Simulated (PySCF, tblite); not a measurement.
**C3H8BF2N: geometry, infrared bands and NMR shifts**

What infrared bands and NMR shifts should C3H8BF2N (`C=C(F)[C@@H](F)[BH2-][NH3+]`) show?

Programs: tblite 0.8.0 and PySCF 2.14.0, with density-fitted response routines of our own. Each step states its level of theory. These are calculated values for one molecule in the gas phase, unless marked as measured. Atoms count from 0, in the outputs and in this text.

### Step 1. Starting geometry

15 atoms, charge 0, multiplicity 1; geometry from: force field or distance geometry start.

Bonds of the start (Å): C0–C1 1.34, C1–F2 1.37, C1–C3 1.50, C3–F4 1.39, C3–B5 1.61, B5–N6 1.53, C0–H7 1.08, C0–H8 1.09, C3–H9 1.13, B5–H10 1.19, B5–H11 1.19, N6–H12 1.05, N6–H13 1.04, N6–H14 1.04.

### Step 2. Geometry optimisation with GFN2-xTB

What the job is given:

```
{"job": {"kind": "relax", "xc": "GFN2-xTB", "basis": "xTB"}, "charge": 0, "multiplicity": 1}
C      2.352100     0.554900    -0.218600
C      1.656100    -0.421900     0.369400
F      2.258500    -1.646700     0.531600
C      0.272900    -0.205500     0.916900
F      0.258800     0.889300     1.768000
B     -0.810900    -0.021800    -0.262000
N     -2.234700    -0.014200     0.302100
H      3.353000     0.381700    -0.585400
H      1.915700     1.543000    -0.337100
H     -0.019800    -1.106000     1.525400
H     -0.606100     1.008300    -0.826200
H     -0.701000    -0.914800    -1.045200
H     -2.353000     0.768400     0.997300
H     -2.909500     0.111300    -0.481000
H     -2.436400    -0.918100     0.783400
```

Started as:

```bash
$ OMP_NUM_THREADS=1 python probes_run.py task.json out
```

The driver reads the jobs from task.json and runs them one after another.

**Question.** This job is followed by: GFN2-xTB harmonic vibrations, gas phase; GIAO PBE0/pcSseg-1 NMR shielding, non-relativistic, gas phase. Predict these results of the whole session: strongest single infrared mode (GFN2-xTB); zero-point energy (GFN2-xTB); ¹³C shifts against TMS (PBE0/pcSseg-1); ¹H shifts against TMS (PBE0/pcSseg-1, means over atoms taken as alike); ¹⁹F shifts against CFCl3 (PBE0/pcSseg-1); ¹¹B shifts against BF3·OEt2 (PBE0/pcSseg-1); ¹⁵N shifts against NH3 (PBE0/pcSseg-1).

As calculated:

| quantity | value |
| --- | --- |
| strongest single infrared mode (GFN2-xTB) | 1246 cm⁻¹, 228 km/mol |
| zero-point energy (GFN2-xTB) | 71.2 kcal/mol |
| ¹³C shifts against TMS (PBE0/pcSseg-1) | 181.2, 96.5, 88.5 ppm |
| ¹H shifts against TMS (PBE0/pcSseg-1, means over atoms taken as alike) | 4.97, 4.78, 4.54, 3.27, 2.24, 2.04 ppm |
| ¹⁹F shifts against CFCl3 (PBE0/pcSseg-1) | -106.6, -252.8 ppm |
| ¹¹B shifts against BF3·OEt2 (PBE0/pcSseg-1) | -19.6 ppm |
| ¹⁵N shifts against NH3 (PBE0/pcSseg-1) | 38.4 ppm |

What this shows: Over 97 steps the energy fell by 0.359 eV; of the close pairs, B5–N6 changed most, 1.531 to 1.634 Å. No mode is imaginary among the 39: a minimum at this level. The strongest single mode, at 1246 cm⁻¹, moves mainly H12, H14 and H13. Unscaled tight-binding wavenumbers are off by several per cent, some by more. Its intensities can rank the bands wrongly. The most deshielded hydrogen is H9 (hydrogen on an allylic sp3 CH bonded to B and F), at 4.97 ppm: its carbon carries F, hence the downfield position.
